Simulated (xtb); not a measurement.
# GFN2-xTB run of C3H3BS (SMILES BC=C=C=S)

We compute a structure relaxation of C3H3BS. 

The calculation is run with xtb 6.7.1.

1 further run of the same task is left out (set aside as unsound or not needed).

### 1 The molecule

C3H3BS: 8 atoms, total charge 0, spin state singlet. SMILES: `BC=C=C=S`. Geometry: a rough force-field guess. The run starts from this shape.

Bond lengths: B1–C2 1.533 Å, C2–C3 1.325 Å, C3–C4 1.250 Å, C4–S5 1.640 Å, B1–H6 1.261 Å, B1–H7 1.155 Å, C2–H8 1.093 Å. Angles: B1–C2–C3 122.0°, C2–C3–C4 174.3°, C3–C4–S5 172.9°, B1–C2–H8 117.8°, C3–C2–H8 120.2°, C2–B1–H6 118.1°, C2–B1–H7 124.2°, H6–B1–H7 117.7°.

### 2 A structure relaxation at GFN2-xTB

Contents of xtb.inp:

```
$chrg 0
$spin 0
$end
```

Contents of struc.tmol:

```
$coord
     -0.119619663689      0.284025836531      2.997483578881  b
      0.833180248348     -1.025365395222      0.596208592319  c
      0.103179046405     -0.305379741740     -1.687714401903  c
     -0.357725155392      0.410448514269     -3.890946090604  c
     -1.327910547775      1.255534037201     -6.710606441159  s
     -1.631022618165      2.110635108595      2.755787607542  h
      0.463927763596     -0.287616316168      5.021191285743  h
      2.210223675362     -2.550374377795      0.812960178814  h
$end
```

Command:

```
$ xtb struc.tmol --opt -I xtb.inp --json -P 1 | tee out.txt
```

**Question.** What will come out? Wanted: total energy at the end; dipole moment; HOMO energy; LUMO energy; HOMO–LUMO gap; dispersion energy; mean polarisability.

Answer, from the run:

At GFN2-xTB:

| quantity | value |
| --- | --- |
| total energy at the end | -12.31908 Eh |
| dipole moment | 2.00 D |
| HOMO energy | -9.86 eV |
| LUMO energy | -9.46 eV |
| HOMO–LUMO gap | 0.40 eV |
| dispersion energy | -11.93 kJ/mol |
| mean polarisability (D4 model) | 63.3 bohr³ |

At the final geometry: Bond lengths: B1–C2 1.546 Å, C2–C3 1.332 Å, C3–C4 1.256 Å, C4–S5 1.579 Å, B1–H6 1.167 Å, B1–H7 1.168 Å, C2–H8 1.088 Å. Angles: B1–C2–C3 123.2°, C2–C3–C4 174.7°, C3–C4–S5 176.8°, B1–C2–H8 120.5°, C3–C2–H8 116.3°, C2–B1–H6 119.6°, C2–B1–H7 119.4°, H6–B1–H7 121.0°. The optimisation took 15 steps and changed the energy by -0.204 eV. Mulliken charges run from -0.11 on S5 to +0.23 on B1.
